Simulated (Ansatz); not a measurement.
# Ta3Cu (I4/mmm) in Ansatz: notebook

The runs below take Ta3Cu through single point, equation of state, with PBE.

All numbers are computed with Ansatz 0.2.0; they aren't measurements. Logs are shortened: lines on timing, memory, paths and dates and some standing lists are left out, and cuts for length are marked.

## (1) Starting point

Symmetry: I4/mmm, No. 139, tetragonal system. The conventional cell has a = 4.013 Å, b = 4.013 Å, c = 8.416 Å, α = 90.00°, β = 90.00°, γ = 90.00°. Ta (site symmetry 4/mmm) has 4 Cu at 2.84 Å and 8 Ta at 2.91 Å as nearest neighbours. Ta (site symmetry -4m2) has 8 Ta at 2.84 to 2.91 Å and 4 Cu at 2.91 Å as nearest neighbours. Around Cu (site symmetry 4/mmm) lie 12 Ta at 2.84 to 2.91 Å.

The cell comes from a database or a generator and needn't be the stable form of this composition.

## (2) Single point, PBE, 15.93 Å³/atom (volume scaled by 0.94)

Contents of input.yaml:

```yaml
crystal:
  lattice:
    - [-1.9655463842, 1.9655463842, 4.1222648751]
    - [1.9655463842, -1.9655463842, 4.1222648751]
    - [1.9655463842, 1.9655463842, -4.1222648751]
  atoms:
    - { symbol: Ta, position: [0.5, 0.5, 0.0] }
    - { symbol: Ta, position: [0.25, 0.75, 0.5] }
    - { symbol: Ta, position: [0.75, 0.25, 0.5] }
    - { symbol: Cu, position: [0.0, 0.0, 0.0] }
hamiltonian:
  xc: pbe
  pseudopotentials: { kind: paw }
kpoints:
  mp_grid: { grid: [9, 9, 9] }
scf:
  occupations: { method: fermi_dirac, width: 0.05 }
output:
  forces: true
  stress: true
  eigenvalues: true
  write_density: true
  write_potential: true
  elf: true
  volumetric_format: npy
```

Potentials or basis: Ansatz PAW.

The run is started by

```
> ansatz run input.yaml --threads 2 --pin off --max-ram 5632MiB --backend cpu --events-out ev --progress --plain --runs-dir out
```

What it wrote:

```text
Warning: RAYON_NUM_THREADS=2 ignored (pool sized by the plan → 2); use --threads N
Engine: ansatz 0.2.0, x86_64-unknown-linux-gnu
Pseudopotentials: kind: paw
Pseudopotential: Ta, paw, valence charge 13, recommended cutoff 420 eV (normal), Ta.paw.azcp
Pseudopotential: Cu, paw, valence charge 19, recommended cutoff 420 eV (normal), Cu.paw.azcp
Functional definition: PBE
  parameter kappa = 0.804
  parameter beta = 0.06672455060314922
  exchange = pbe_x(kappa = kappa, mu = beta*pi^2/3)
  correlation = pbe_c(beta = beta)
Crystal: 4 atoms, lattice volume = 63.703 Å³
Basis set: ecut = 420 eV, 1265 PW (Γ), exchange–correlation on 72×72×72 points (8 copies of the dense FFT grid, shifted against one another)
Bands: 35, of which v1, the nominal top of the filled ones, is band 29 counted from 1 (28 counted from 0)
Symmetry: 16 space group operations
Space group: I4/mmm (ITA 139), of the structure as read, at distance tolerance 4.0e-5 Å
k-points: 75 of 729
Non-local potential: Ta, projectors of the file, l = 0: 3, l = 1: 2, l = 2: 2, l = 3: 1
Non-local potential: Cu, projectors of the file, l = 0: 3, l = 1: 2, l = 2: 3, l = 3: 1
PAW form: soft (Blöchl's): semilocal exchange-correlation on the pseudo side does not see the compensation charge
PAW one-centre angular grid: Ta, 590 points (default); XC on 64 Gauss nodes
PAW one-centre angular grid: Cu, 590 points (default); XC on 64 Gauss nodes
Initial density: superposition of atomic densities (neutral atoms: chi_scale 0, normalization atom), corrected by the library's trained network
Initial wavefunctions: pseudopotential atomic-orbital guess
Functional: x = pbe(κ = 0.804, μ = 0.2195149727645171), c = pbe(β = 0.06672455060314922)
SCF iter   1: F=—  HF=-36421.142001 eV  |F-HF|=—  |Δ(HF+E_count)|=         —  Δρ=7.85e-3  dr2=3.11e-2  ethr=1.77e-3  ⟨swp⟩=5.6  Hψ=9006  notcnv=0  defer=1
preconditioner: auto → Kerker (q_TF=auto, 2.686 Å⁻¹)  [metal: Δε(μ)=0.009 eV  Ē_g=5.027 eV  σ=0.050 eV  W_gap=0.04  n_scr=14 (ndim 8)  ℏωp=23.7 eV  f_vac=0.000  D(μ)=4.09/eV (n_scr^D=36)]
SCF iter   2: F=—  HF=-36421.141469 eV  |F-HF|=—  |Δ(HF+E_count)|=   5.31e-4  Δρ=3.74e-3  dr2=6.89e-3  ethr=5.37e-5  ⟨swp⟩=2.0  Hψ=4345  notcnv=0  defer=2
SCF iter   3: F=—  HF=-36421.140842 eV  |F-HF|=—  |Δ(HF+E_count)|=   6.27e-4  Δρ=2.49e-3  dr2=3.15e-3  ethr=1.19e-5  ⟨swp⟩=2.0  Hψ=3493  notcnv=0  defer=2
SCF iter   4: F=—  HF=-36421.140407 eV  |F-HF|=—  |Δ(HF+E_count)|=   4.35e-4  Δρ=3.05e-4  dr2=6.26e-5  ethr=5.43e-6  ⟨swp⟩=2.0  Hψ=3121  notcnv=0  defer=2
SCF iter   5: F=—  HF=-36421.140416 eV  |F-HF|=—  |Δ(HF+E_count)|=   9.23e-6  Δρ=1.58e-4  dr2=1.09e-5  ethr=1.08e-7  ⟨swp⟩=2.0  Hψ=3526  notcnv=0  defer=2
SCF iter   6: F=—  HF=-36421.140415 eV  |F-HF|=—  |Δ(HF+E_count)|=   1.12e-6  Δρ=9.87e-6  dr2=3.24e-8  ethr=1.72e-10  ⟨swp⟩=8.6  Hψ=18313  notcnv=0
SCF iter   7: F=-36421.140415 eV  HF=-36421.140415 eV  |F-HF|=8.08e-9  |Δ(HF+E_count)|=   8.33e-8  Δρ=6.76e-6  dr2=2.43e-8  ethr=5.59e-11  ⟨swp⟩=8.3  Hψ=15203  notcnv=0
SCF 1 converged in 7 iterations: F = -36421.140415 eV  dr2 = 2.43e-8
SCF converged after 7 iterations
Free energy (F): -36421.140415 eV
Harris-Foulkes:  -36421.140415 eV  (|F-HF|=8.08e-9)
Internal energy: -36421.106755 eV  (E = F + TS)
E sigma→0 (E₀):  -36421.123585 eV
Entropy (-TS):   -0.033660 eV (-8.415 meV/atom)
Fermi energy:    19.439919 eV
--- Per-component energies (eV) ---
  E_band       = -616.730629
  E_kinetic    = 1403.106228
  E_local      = -6254.296817  (includes V_loc(G=0)·N_el)
  E_nonlocal   = 428.096560
  E_hartree    = 2658.522111
  E_xc         = -747.928747
  E_vxc        = -731.713050  (∫ρ·V_xc dr)
  E_paw        = -26846.709804  (= ΣΔE_a)
  E_vpaw       = -778.960379  (= ΣTr[D̂ρ^β])
  E_aug_tail   = 0.000737  (compensation charges beyond the density's cutoff)
  E_ewald      = -7061.897021
  E_smearing   = -0.033660  (= −TS)
  E_closure    = 0.000000  (closes the sum)
  Σ components = -36421.140415   (vs F -36421.140415, Δ=0.00e0)
--- Forces (eV/Å), atoms counted from 1 ---
  atom   1  Ta    -0.00000000     0.00000000     0.00000000
  atom   2  Ta     0.00000000     0.00000000     0.00000000
  atom   3  Ta     0.00000000     0.00000000     0.00000000
  atom   4  Cu    -0.00000000     0.00000000     0.00000000
  max |Σ_I F_I| component: 5.20e-18 eV/Å
--- Stress (GPa, compression-positive) ---
       13.619276       0.000000       0.000000
        0.000000      13.619276       0.000000
        0.000000       0.000000      12.688624
  P = ⅓ Tr σ = 13.3091 GPa (133.091 kbar)
--- Band table (eV; the first three rows and the last of 75) ---
  k-point 0: bands = ["-93.7585", "-51.1212", "-51.1212", "-51.0716", "-48.0691", "-47.9087", "-47.8692", "-15.1318", "-14.9551", "-14.9551", "-14.6601", "-14.6601", "-14.4840", "-13.9904", "-13.9868", "-13.9868", "10.6824", "14.3319", "15.1389", "15.3809", "15.6507", "15.9771", "15.9771", "17.0804", "17.3907", "17.6380", "17.6380", "19.2394", "19.2394", "19.5188", "21.6549", "21.8400", "22.0344", "22.4092", "24.0698"]
  k-point 1: bands = ["-93.7585", "-51.1213", "-51.1212", "-51.0716", "-48.0592", "-47.9100", "-47.8776", "-15.1474", "-14.9325", "-14.8437", "-14.7493", "-14.6689", "-14.4066", "-14.1149", "-14.0008", "-13.9788", "11.0409", "14.5826", "15.2934", "15.4955", "15.8879", "15.8991", "16.0701", "16.7107", "17.3259", "17.6914", "17.8702", "18.9555", "19.1415", "19.4859", "20.7069", "21.9960", "22.1723", "22.4437", "23.6515"]
  k-point 2: bands = ["-93.7585", "-51.1214", "-51.1213", "-51.0716", "-48.0330", "-47.9143", "-47.8988", "-15.2022", "-14.8849", "-14.8494", "-14.7079", "-14.5542", "-14.4108", "-14.2972", "-14.0374", "-13.9619", "12.0279", "15.1063", "15.5779", "15.6354", "15.6949", "15.7791", "16.0133", "16.8568", "17.3398", "18.0436", "18.3710", "18.4249", "19.0000", "19.3505", "19.5686", "21.4863", "22.1546", "22.8110", "22.8837"]
  k-point 74: bands = ["-93.7585", "-51.1213", "-51.1212", "-51.0718", "-48.0093", "-47.9645", "-47.8738", "-15.1100", "-15.1071", "-14.7472", "-14.4890", "-14.4557", "-14.4162", "-14.3998", "-14.0720", "-14.0401", "13.4695", "13.5754", "14.4124", "14.5827", "15.1636", "15.1819", "15.6446", "16.7017", "17.0678", "17.7957", "17.9902", "18.1830", "19.8385", "20.5062", "21.4312", "22.4254", "22.6642", "22.9724", "23.3678"]
```

rho_z.tsv:

```text
# z_ang	rho[e/angstrom^3]
# format = ansatz-planar-average/11
# lattice	-1.965546384	1.965546384	4.122264875
# lattice	1.965546384	-1.965546384	4.122264875
# lattice	1.965546384	1.965546384	-4.122264875
# sites	4
# site	73	0.000000000	0.000000000	4.122264875
# site	73	1.965546384	-0.000000000	2.061132438
# site	73	-0.000000000	1.965546384	2.061132438
# site	29	0.000000000	0.000000000	0.000000000
0.000000	1.691654e0
0.138108	1.634691e0
0.276217	1.481798e0
0.414325	1.276463e0
0.552434	1.065327e0
0.690542	8.812466e-1
[... 28 lines left out ...]
4.695686	1.481798e0
4.833794	1.634691e0
```

Run time: 11 s. Hardware: 2 threads of Intel Xeon at 2.50GHz (Skylake/Cascade Lake), shared host; peak memory 0.48 GiB.

What came out:

* Free energy: -36421.1404 eV
* Pressure: 13.3 GPa
* Band gap on the k mesh: none (metal or under the smearing width)

## (3) Single point, PBE, 16.26 Å³/atom (volume scaled by 0.96)

Changes to input.yaml since step 2:

```diff
@@ -2,5 +2,5 @@
   lattice:
-    - [-1.9655463842, 1.9655463842, 4.1222648751]
-    - [1.9655463842, -1.9655463842, 4.1222648751]
-    - [1.9655463842, 1.9655463842, -4.1222648751]
+    - [-1.9793887163, 1.9793887163, 4.1512958659]
+    - [1.9793887163, -1.9793887163, 4.1512958659]
+    - [1.9793887163, 1.9793887163, -4.1512958659]
   atoms:
```

Potentials or basis: Ansatz PAW.

The run is started by

```
> ansatz run input.yaml --threads 2 --pin off --max-ram 5632MiB --backend cpu --events-out ev --progress --plain --runs-dir out
```

It took 13 s on 2 threads of Intel Xeon at 2.50GHz (Skylake/Cascade Lake), shared host; peak memory 0.48 GiB.

Results (log left out):

```yaml
Free_energy: -36421.2328 eV
Pressure: 8.6 GPa
Band_gap_on_the_k_mesh: none (metal or under the smearing width)
```

## (4) Single point, PBE, 16.60 Å³/atom (volume scaled by 0.98)

Changes to input.yaml since step 3:

```diff
@@ -2,5 +2,5 @@
   lattice:
-    - [-1.9793887163, 1.9793887163, 4.1512958659]
-    - [1.9793887163, -1.9793887163, 4.1512958659]
-    - [1.9793887163, 1.9793887163, -4.1512958659]
+    - [-1.9930401043, 1.9930401043, 4.1799263973]
+    - [1.9930401043, -1.9930401043, 4.1799263973]
+    - [1.9930401043, 1.9930401043, -4.1799263973]
   atoms:
```

The run is started by

```
> ansatz run input.yaml --threads 2 --pin off --max-ram 5632MiB --backend cpu --events-out ev --progress --plain --runs-dir out
```

Run time: 10 s. Hardware: 2 threads of Intel Xeon at 2.50GHz (Skylake/Cascade Lake), shared host; peak memory 0.48 GiB.

Results (log left out):

- Free energy: -36421.2873 eV
- Pressure: 4.4 GPa
- Band gap on the k mesh: none (metal or under the smearing width)

## (5) Single point, PBE, 16.94 Å³/atom

Changes to input.yaml since step 4:

```diff
@@ -2,5 +2,5 @@
   lattice:
-    - [-1.9930401043, 1.9930401043, 4.1799263973]
-    - [1.9930401043, -1.9930401043, 4.1799263973]
-    - [1.9930401043, 1.9930401043, -4.1799263973]
+    - [-2.006507, 2.006507, 4.20817]
+    - [2.006507, -2.006507, 4.20817]
+    - [2.006507, 2.006507, -4.20817]
   atoms:
```

The run is started by

```
> ansatz run input.yaml --threads 2 --pin off --max-ram 5632MiB --backend cpu --events-out ev --progress --plain --runs-dir out
```

Run time: 11 s. Hardware: 2 threads of Intel Xeon at 2.50GHz (Skylake/Cascade Lake), shared host; peak memory 0.48 GiB.

Results (log left out):

| Item | Value |
| --- | --- |
| Free energy | -36421.3075 eV |
| Pressure | 0.5 GPa |
| Band gap on the k mesh | none (metal or under the smearing width) |

## (6) Single point, PBE, 17.28 Å³/atom (volume scaled by 1.02)

Changes to input.yaml since step 5:

```diff
@@ -2,5 +2,5 @@
   lattice:
-    - [-2.006507, 2.006507, 4.20817]
-    - [2.006507, -2.006507, 4.20817]
-    - [2.006507, 2.006507, -4.20817]
+    - [-2.0197955131, 2.0197955131, 4.2360394877]
+    - [2.0197955131, -2.0197955131, 4.2360394877]
+    - [2.0197955131, 2.0197955131, -4.2360394877]
   atoms:
@@ -21,5 +21 @@
   eigenvalues: true
-  write_density: true
-  write_potential: true
-  elf: true
-  volumetric_format: npy
```

Potentials or basis: Ansatz PAW.

The run is started by

```
> ansatz run input.yaml --threads 2 --pin off --max-ram 5632MiB --backend cpu --events-out ev --progress --plain --runs-dir out
```

Wall time 8.1 s (2 threads of Intel Xeon at 2.50GHz (Skylake/Cascade Lake), shared host); peak memory 0.48 GiB.

The run converged. Its results:

```
Free energy            : -36421.2966 eV
Pressure               : -3.0 GPa
Band gap on the k mesh : none (metal or under the smearing width)
```

## (7) Single point, PBE, 17.62 Å³/atom (volume scaled by 1.04)

Changes to input.yaml since step 6:

```diff
@@ -2,5 +2,5 @@
   lattice:
-    - [-2.0197955131, 2.0197955131, 4.2360394877]
-    - [2.0197955131, -2.0197955131, 4.2360394877]
-    - [2.0197955131, 2.0197955131, -4.2360394877]
+    - [-2.0329114359, 2.0329114359, 4.2635470084]
+    - [2.0329114359, -2.0329114359, 4.2635470084]
+    - [2.0329114359, 2.0329114359, -4.2635470084]
   atoms:
@@ -21 +21,5 @@
   eigenvalues: true
+  write_density: true
+  write_potential: true
+  elf: true
+  volumetric_format: npy
```

The run is started by

```
> ansatz run input.yaml --threads 2 --pin off --max-ram 5632MiB --backend cpu --events-out ev --progress --plain --runs-dir out
```

It took 11 s on 2 threads of Intel Xeon at 2.50GHz (Skylake/Cascade Lake), shared host; peak memory 0.49 GiB.

The run converged. Its results:

```yaml
Free_energy: -36421.2575 eV
Pressure: -6.2 GPa
Band_gap_on_the_k_mesh: none (metal or under the smearing width)
```

## (8) Single point, PBE, 17.96 Å³/atom (volume scaled by 1.06)

Changes to input.yaml since step 7:

```diff
@@ -2,5 +2,5 @@
   lattice:
-    - [-2.0329114359, 2.0329114359, 4.2635470084]
-    - [2.0329114359, -2.0329114359, 4.2635470084]
-    - [2.0329114359, 2.0329114359, -4.2635470084]
+    - [-2.0458602655, 2.0458602655, 4.2907040909]
+    - [2.0458602655, -2.0458602655, 4.2907040909]
+    - [2.0458602655, 2.0458602655, -4.2907040909]
   atoms:
@@ -21,5 +21 @@
   eigenvalues: true
-  write_density: true
-  write_potential: true
-  elf: true
-  volumetric_format: npy
```

The run is started by

```
> ansatz run input.yaml --threads 2 --pin off --max-ram 5632MiB --backend cpu --events-out ev --progress --plain --runs-dir out
```

Run time: 9 s. Hardware: 2 threads of Intel Xeon at 2.50GHz (Skylake/Cascade Lake), shared host; peak memory 0.48 GiB.

Results (log left out):

| Quantity | Value |
| --- | --- |
| Free energy | -36421.1928 eV |
| Pressure | -9.1 GPa |
| Band gap on the k mesh | none (metal or under the smearing width) |

## (9) Equation of state, PBE

Potentials or basis: Ansatz PAW.

No new run: the results of the series are fitted here.

Results:

```yaml
Equilibrium_volume: 16.99 Å³/atom
Bulk_modulus_at_fixed_shape_and_positions: 182 GPa
Pressure_derivative_of_the_bulk_modulus: 3.9
```

Energy against volume, from the lowest point:
| volume (Å³/atom) | energy (meV/atom) |
| --- | --- |
| 15.926 | 41.78 |
| 16.265 | 18.68 |
| 16.604 | 5.05 |
| 16.942 | 0.00 |
| 17.281 | 2.74 |
| 17.620 | 12.52 |
| 17.959 | 28.68 |

Caveat: the cell was scaled at fixed shape and fractional positions, which overstates the stiffness of a crystal with free parameters, most of all of layers and chains. The run has no spin-orbit coupling, so splittings on Ta are missing.
